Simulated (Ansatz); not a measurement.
## C2H5Se, SMILES [CH2][Se]C: a rigid scan of one bond length, step by step

Program: Ansatz 0.2.0, Python API.

Typed at the interpreter:
```pycon
>>> import ansatz as az
>>> import numpy as np
>>> system = (
...     az.Crystal.molecule()
...     .atom("C", (-0.9662, 1.0317, -0.4762))
...     .atom("Se", (0.8913, 0.7196, -0.603))
...     .atom("C", (0.707, -0.8071, 0.5754))
...     .atom("H", (-1.5041, 0.2553, -0.9624))
...     .atom("H", (-1.2441, 2.0154, -1.0367))
...     .atom("H", (0.3254, -0.4684, 1.565))
...     .atom("H", (1.7713, -1.2491, 0.752))
...     .atom("H", (0.1116, -1.5546, 0.1301))
... )
>>> symbols = [site.symbol for site in system.cartesian_sites]
>>> start = np.array([site.position_ang for site in system.cartesian_sites])
>>> axis = (start[2] - start[1]) / np.linalg.norm(start[2] - start[1])
>>> moving = [2, 5, 6, 7]
>>> lengths, energies = [1.705, 1.782, 1.86, 1.937, 2.015, 2.092, 2.17, 2.286], []
>>> for length in lengths:
...     xyz = start.copy()
...     xyz[moving] += (length - np.linalg.norm(start[2] - start[1])) * axis
...     point = az.Crystal.molecule()
...     for symbol, place in zip(symbols, xyz):
...         point = point.atom(symbol, place.tolist())
...     model = (
...         point.calculation()
...         .basis(gaussian="def2-SVP")
...         .functional("hf")
...         .spin("collinear", total=1)
...     )
...     r = model.run().report
...     energies.append(r["free_energy_ev"])
...     print(f"r = {length:6.3f} A  E = {energies[-1]:.5f} eV  <S^2> = {abs(r['mean_field']['state']['spin_squared']):.3f}")
...
r =  1.705 A  E = -67430.49055 eV  <S^2> = 0.767
r =  1.782 A  E = -67431.00803 eV  <S^2> = 0.767
r =  1.860 A  E = -67431.28559 eV  <S^2> = 0.767
r =  1.937 A  E = -67431.38431 eV  <S^2> = 0.767
r =  2.015 A  E = -67431.35789 eV  <S^2> = 0.767
r =  2.092 A  E = -67431.24391 eV  <S^2> = 0.768
r =  2.170 A  E = -67431.06702 eV  <S^2> = 0.769
r =  2.286 A  E = -67430.73428 eV  <S^2> = 0.786
>>> # quartic fit about the minimum
>>> fit = np.polynomial.Polynomial.fit(lengths, np.array(energies) - min(energies), 4).convert()
>>> roots = [r.real for r in fit.deriv().roots() if abs(r.imag) < 1e-9 and fit.deriv(2)(r.real) > 0]
>>> r_e = min(roots, key=lambda r: abs(r - lengths[int(np.argmin(energies))]))
>>> print(f"minimum of the fit at {r_e:.4f} A, force constant {fit.deriv(2)(r_e):.2f} eV/A^2")
minimum of the fit at 1.9553 A, force constant 19.32 eV/A^2
```

What to keep in mind:
- Total energies depend on the basis set; only differences at equal settings carry meaning.
- The rest of the molecule is held rigid at a force-field or estimated start geometry, and the basis set is modest; single-reference methods fail as a bond breaks.
- The run takes the species as open-shell (spin multiplicity 2), which needn't be its ground state.
- Hartree-Fock leaves correlation out, so bond, atomisation and ionisation energies come out well too low.
- Spin-orbit coupling of the heavy open-shell atom is left out.
- Hardware and time: 14 s on 1 thread of Arm Neoverse V2 (shared host), peak memory 0.27 GiB.
